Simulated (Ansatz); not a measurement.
**CH5FN2OW: small, medium and large basis sets**

One table from this session's results is given with a row withheld; the runs are named, their logs left out.

The runs use Ansatz 0.2.0, Gaussian basis; one geometry, several basis sets.

Levels to be run: PBE0-D4/def2-SVP; ωB97M-V/def2-SVP; PBE0-D4/def2-QZVPP; ωB97M-V/def2-QZVPP; the functionals' def2-TZVPP values are taken from earlier runs.

## The geometry

All runs share one geometry, relaxed beforehand with PBE0-D4 in a triple-zeta def2 set. W takes the def2 core potential; no spin-orbit term is included.

SMILES `C[N]=[W]([NH2])(=[O])[F]`, 11 atoms, charge 0, spin multiplicity 1.

Atoms are counted from 1 here; the program's logs count them from 0.

Bond lengths: C1–N2 1.419 Å, C1–H7 1.095 Å, C1–H8 1.095 Å, C1–H9 1.095 Å, N2–W3 1.746 Å, W3–N4 1.941 Å, W3–O5 1.710 Å, W3–F6 1.880 Å, N4–H10 1.007 Å, N4–H11 1.010 Å. Angles: N2–C1–H7 110.3°, N2–C1–H8 109.9°, N2–C1–H9 111.8°, H7–C1–H8 107.6°, H7–C1–H9 108.7°, H8–C1–H9 108.4°, C1–N2–W3 155.8°, N2–W3–N4 105.0°, N2–W3–O5 110.6°, N2–W3–F6 109.2°, N4–W3–O5 109.1°, N4–W3–F6 112.4°, O5–W3–F6 110.4°, W3–N4–H10 124.9°, W3–N4–H11 121.9°, H10–N4–H11 111.3°.

The first run:

The input, in.yaml:

```yaml
crystal:
  periodic: [false, false, false]
  atoms:
    - {symbol: C, position_ang: [0.735553, -1.328683, -1.399578]}
    - {symbol: N, position_ang: [0.557077, -0.318960, -0.418475]}
    - {symbol: W, position_ang: [-0.145538, 1.121443, 0.273632]}
    - {symbol: N, position_ang: [-0.897587, 0.549047, 1.969227]}
    - {symbol: O, position_ang: [-1.400552, 1.717807, -0.722763]}
    - {symbol: F, position_ang: [1.194842, 2.422400, 0.486093]}
    - {symbol: H, position_ang: [1.754925, -1.296633, -1.797439]}
    - {symbol: H, position_ang: [0.586791, -2.316144, -0.949935]}
    - {symbol: H, position_ang: [0.030710, -1.218473, -2.230749]}
    - {symbol: H, position_ang: [-0.718697, -0.339518, 2.409015]}
    - {symbol: H, position_ang: [-1.697514, 1.007705, 2.380972]}
basis:
  gaussian: {orbitals: def2-SVP}
hamiltonian: {xc: pbe0, dispersion: d4}
output: {orbitals: {seedname: orbitals}}
```

Started as:

```sh
$ ansatz run in.yaml --threads 4 --pin off --events-out ev --progress --plain --max-ram 11315MiB
```

Among the steps run: PBE0-D4 in def2-SVP; ωB97M-V in def2-SVP; PBE0-D4 in def2-QZVPP; ωB97M-V in def2-QZVPP.

One table of the session follows, with a row left open; its other results are not shown here.

It belongs to the step «Functionals by basis». 

```
functional       basis  HOMO (eV)
   PBE0-D4    def2-SVP          ?
   PBE0-D4  def2-TZVPP      -7.55
   PBE0-D4  def2-QZVPP      -7.58
   ωB97M-V    def2-SVP      -9.73
   ωB97M-V  def2-TZVPP      -9.81
   ωB97M-V  def2-QZVPP      -9.84
```

Estimate the missing values for PBE0-D4, def2-SVP.

The run gave: HOMO (eV): -7.48. In the column «HOMO (eV)» it is the highest.
